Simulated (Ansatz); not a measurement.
Input of an Ansatz 0.2.0 run:

input

```
crystal:
  lattice:
    - [3.15757, 0.0, 0.0]
    - [0.0, 3.15757, 0.0]
    - [0.0, 0.0, 3.94037]
  atoms:
    - { symbol: Be, position: [0.0, 0.5, 0.16854] }
    - { symbol: Be, position: [0.5, 0.0, 0.83146] }
    - { symbol: S, position: [0.5, 0.5, 0.5] }
hamiltonian:
  xc:
    exchange: pbe
    correlation: pbe
    exx: { coeff: 0.25, omega: 0.15 }
  pseudopotentials: { kind: paw }
kpoints:
  mp_grid: { grid: [4, 4, 4] }
scf:
  occupations: { method: fermi_dirac, width: 0.05 }
output:
  forces: true
  stress: true
  eigenvalues: true
```

(1) Estimate the band gap on the k mesh.

(2) Predict the pressure.

(3) Predict the largest force.

Answers

(1) none (metal or under the smearing width).

(2) -0.9 GPa.

(3) 0.205 eV/Å.

Caveat: the k mesh is coarse (spacing up to 0.50 Å⁻¹), so the values aren't converged, least of all with exact exchange; the PAW data sets come from PBE, with cores solved anew for the run's functional, which leaves a small shift of forces and pressure; the thresholds are loose for stress.
